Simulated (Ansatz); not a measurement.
# NaScTe2: a short molecular-dynamics run

A trajectory of NaScTe2, a randomly packed cell with 8 atoms that was not relaxed first: 20 steps of 1 fs at constant energy, with velocities drawn for 600 K.

All numbers below are computed with Ansatz 0.2.0 (DFT PBE, plane waves, PAW, scalar-relativistic, no spin polarisation).

**1. The starting structure**

The cell holds 8 atoms (Na2Sc2Te4): a = 6.326 Å, b = 6.455 Å, c = 6.644 Å, α = 83.75°, β = 83.12°, γ = 78.61°.

Structure file:

```
Na Sc Te
1.0
     6.31033   -0.17467    0.41486
     1.41318    6.27185    0.57669
     0.36293    0.05212    6.63354
Na Sc Te
2 2 4
Cartesian
  6.3330 3.4861 0.7620
  2.1008 1.6120 2.1264
  5.7491 5.4362 3.5275
  3.0273 1.1804 5.4309
  3.5810 4.3478 7.1177
  5.4895 2.2066 3.6040
  6.0176 0.4268 6.8682
  2.0413 4.0392 4.2348
```

**2. Dynamics**

input.yaml reads:

```yaml
crystal:
  lattice:
    - [6.310331, -0.174669, 0.41486]
    - [1.413183, 6.271846, 0.576695]
    - [0.362928, 0.052116, 6.63354]
  atoms:
    - { symbol: Na, position: [0.873128, 0.58006, 0.009833] }
    - { symbol: Na, position: [0.258078, 0.261864, 0.281648] }
    - { symbol: Sc, position: [0.689728, 0.882544, 0.411912] }
    - { symbol: Sc, position: [0.39188, 0.192665, 0.777448] }
    - { symbol: Te, position: [0.354906, 0.694874, 0.990375] }
    - { symbol: Te, position: [0.760587, 0.369156, 0.463646] }
    - { symbol: Te, position: [0.878739, 0.084438, 0.973085] }
    - { symbol: Te, position: [0.146431, 0.643338, 0.573304] }
kpoints:
  mp_grid: { grid: [3, 3, 2] }
magnetization:
  spin_polarized: false
scf:
  occupations: { method: fermi_dirac, width: 0.05 }
hamiltonian:
  pseudopotentials: { kind: paw }
  xc: pbe
basis:
  ecutwfc: 420
md:
  timestep: 1.0
  n_steps: 20
  ensemble: nve
  temperature: 600.0
  initial_velocities: maxwell_boltzmann
  seed: 178885
```

On the command line:

```console
> ansatz run input.yaml --threads 2 --pin off --max-ram 2560MiB --backend cpu --events-out ev --progress --plain --runs-dir out
```

What does the calculation give? Wanted: temperature, first and last step; temperature, second half; potential energy, second half; largest change of the total energy; mean square displacement, second half.

**Answer**, as computed:

| quantity | value |
| --- | --- |
| length | 20 steps of 1 fs |
| temperature, first and last step | 600 and 682 K |
| temperature, second half | mean 663 K, from 644 to 682 K |
| potential energy, second half | -7 meV/atom from the start |
| largest change of the total energy | 0.00 meV/atom |
| mean square displacement, second half | Na 0.034, Sc 0.007, Te 0.001 Å² |

The temperature starts at 600 K and averages 663 K in the second half, where it still rises, from 644 to 682 K; the start was no minimum (force components up to 1.0 eV/Å), and the potential energy that it sheds (7 meV/atom) turns into motion. The total energy strays from its start by at most 0.00 meV/atom, under 0.1 % of the mean kinetic energy, so a step of 1 fs is short enough over this time. Over the second half Na atoms stand 0.2 Å (root mean square) from where they began, and the farthest move is 0.3 Å. 20 fs on 8 atoms is far too short and small for converged averages. The k-mesh is coarse for this cell.
